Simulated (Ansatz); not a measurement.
# Al3Au in Ansatz: the effect of functional

Al3Au:

```
CELL_PARAMETERS angstrom
-2.02533 2.02533 4.05660
2.02533 -2.02533 4.05660
2.02533 2.02533 -4.05660
ATOMIC_POSITIONS crystal
Au 0.00000 0.00000 0.00000
Al 0.50000 0.50000 0.00000
Al 0.25000 0.75000 0.50000
Al 0.75000 0.25000 0.50000
```

The cell comes from a database or a generator and needn't be the stable form of this composition.

Alike in all runs:

| Item | Value |
| --- | --- |
| Program | Ansatz 0.2.0 |
| Task | band structure |
| Potentials or basis | Ansatz PAW |
| k mesh | 5 × 5 × 5 |
| Occupations | fermi-dirac, width 0.05 eV |
| Spin | no spin polarisation |

Question: One run gave: pressure 5.0 GPa. Which functional did it use?
A. RPBE
B. r2SCAN
C. LDA
D. PBEsol
E. BLYP

Answer: E.

```tsv
functional	cutoff	pressure (GPa)
LDA	420 eV (not typed: the program's choice for these potentials)	-5.1
PBEsol	420 eV (not typed: the program's choice for these potentials)	-2.7
RPBE	420 eV (not typed: the program's choice for these potentials)	2.3
revPBE	420 eV (not typed: the program's choice for these potentials)	1.8
BLYP	420 eV (not typed: the program's choice for these potentials)	5.0
r2SCAN	500 eV (not typed: the program's choice for these potentials)	-2.7
```

Caveats: all runs use coarse meshes; the PAW data sets come from PBE, with cores solved anew for the run's functional, which leaves a small shift of forces and pressure.

Runs at the PBE level aren't shown here.
